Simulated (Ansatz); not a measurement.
# WC4: further runs on a relaxed guess

The task, for WC4: see whether it has a gap, which orbitals make up the states near it and how charge is shared.

Program: Ansatz 0.2.0. Level of theory: DFT PBE, scalar-relativistic, plane waves, PAW. These are calculated values, not measurements.

## Step 1: The structure to begin with

It takes space group Pm-3m (No. 221, cubic). Conventional cell: a = 4.088 Å, b = 4.088 Å, c = 4.088 Å, α = 90.00°, β = 90.00°, γ = 90.00°. W (site symmetry m-3m) has 6 C at 2.04 Å as nearest neighbours. C (site symmetry 4/mmm) has 2 W at 2.04 Å as nearest neighbours. Around C (site symmetry m-3m) lie 12 C at 2.89 Å.

As a file:

```cif
data_structure
_symmetry_space_group_name_H-M 'P 1'
_symmetry_Int_Tables_number 1
_cell_length_a 4.0876
_cell_length_b 4.0876
_cell_length_c 4.0876
_cell_angle_alpha 90.000
_cell_angle_beta 90.000
_cell_angle_gamma 90.000
_cell_volume 68.30
loop_
_atom_site_label
_atom_site_type_symbol
_atom_site_fract_x
_atom_site_fract_y
_atom_site_fract_z
_atom_site_occupancy
W1 W 0.50000 0.50000 0.50000 1
C1 C 0.00000 0.50000 0.50000 1
C2 C 0.50000 0.00000 0.50000 1
C3 C 0.50000 0.50000 0.00000 1
C4 C 0.00000 0.00000 0.00000 1
```

It is the end of an earlier relaxation with the same method, from a generated guess; it needn't be the stable form of this composition. At a tolerance of 0.05 Å it has space group Pm-3m (No. 221); it has 13.66 Å³/atom, an uncorrected energy of +3.22 eV/atom over the elements.

## Step 2: Bands, states and charges

File input.yaml:

```yaml
crystal:
  lattice:
    - [4.08755855, 0.0, 0.0]
    - [0.0, 4.08755855, 0.0]
    - [0.0, 0.0, 4.08755855]
  atoms:
    - { symbol: W, position: [0.5, 0.5, 0.5] }
    - { symbol: C, position: [0.0, 0.5, 0.5] }
    - { symbol: C, position: [0.5, 0.0, 0.5] }
    - { symbol: C, position: [0.5, 0.5, 0.0] }
    - { symbol: C, position: [0.0, 0.0, 0.0] }
basis:
  ecutwfc: 420
kpoints:
  mp_grid: { grid: [10, 10, 10] }
  band_path:
    path:
      - [[0.0, 0.0, 0.0], [0.0, 0.5, 0.0], [0.5, 0.5, 0.0], [0.0, 0.0, 0.0], [0.5, 0.5, 0.5], [0.0, 0.5, 0.0]]
      - [[0.5, 0.5, 0.5], [0.5, 0.5, 0.0]]
    npoints: 14
hamiltonian:
  xc: pbe
scf:
  occupations: { method: gaussian, width: 0.1 }
  n_extra_bands: 12
output:
  forces: true
  stress: true
  eigenvalues: true
  populations: true
  dos: { projected: true, de: 0.02, nscf_kmesh: { grid: [12, 12, 12] } }
  bader: true
  write_density: true
  write_potential: true
  elf: true
  volumetric_format: npy
```

Started as:

```sh
> ansatz run input.yaml --threads 1 --pin off --max-ram 2560MiB --backend cpu --events-out ev --progress --plain --runs-dir out
```

**Question.** What will these runs give? Wanted: gap; states at the Fermi level; Bader charges.

As calculated:

| quantity | value |
| --- | --- |
| gap | none (metal) |
| states at the Fermi level | 3.60 per eV per cell |
| Bader charges | W +1.95, C -0.67 to +0.06 e |

In words: It comes out metallic. Of the projected weight within 0.25 eV of the Fermi level, the largest part is C 2p (79 %). Charge transfer between the atoms is strong (Bader charges up to 1.9 e). Spin-orbit coupling is left out, which matters for the bands of W.
